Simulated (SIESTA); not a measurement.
BPd4 under changes of volume

One of the cells (15.081 Å³/atom); the others are scaled copies at fixed shape and fractional positions:

```xyz
5
Lattice="2.9112 0.0000 0.0000 0.0000 4.3939 0.0000 0.0000 0.0000 5.8951" Properties=species:S:1:pos:R:3 pbc="T T T"
Pd    1.4556    0.0000    1.1647
Pd    0.0000    0.0000    3.6518
Pd    0.0000    2.1970    1.9405
Pd    1.4556    2.1970    5.1144
B     1.4556    0.0000    5.0888
```

The cell comes from a database or a generator and needn't be the stable form of this composition.

* Program: SIESTA 5.4.2
* Functional: PBEsol
* Potentials or basis: PseudoDojo 0.4 standard (PBEsol files)
* Basis: DZP (energy shift 0.003 Ry; two zetas on semicore shells)
* Grid cutoff: 800 Ry
* Energy shift: 0.003 Ry
* k mesh: 9 × 6 × 5
* Occupations: fermi-dirac, width 0.05 eV
* Spin: no spin polarisation

```tsv
volume (Å³/atom)	energy over the lowest point (meV/atom)	pressure (GPa)	largest force (eV/Å)
13.899	2.53	3.4	0.466
14.194	0.00	-0.5	0.298
14.490	4.11	-3.8	0.154
15.081	?	?	?
15.377	48.49	-11.7	0.285
15.673	71.94	-13.6	0.386
```

Question: What does the run at 15.081 Å³/atom give?

Answer: Energy over the lowest point 28.93 meV/atom; pressure -9.4 GPa; largest force 0.187 eV/Å.

Worked out: A Birch-Murnaghan fit of order 3 (a polynomial in V^(-2/3)) to the other rows has its minimum at 14.15 Å³/atom with B0 = V·E''(V) = 174 GPa and B' = 5.2 at fixed shape and positions, which overstates the stiffness. It gives 28.99 meV/atom at 15.081 Å³/atom, against the run's 28.93, and -dE/dV = -9.4 GPa, against -9.4.

Energies are extrapolated to zero smearing.

Caveats: the basis of atomic orbitals isn't converged, which shifts pressures, moduli and gaps.
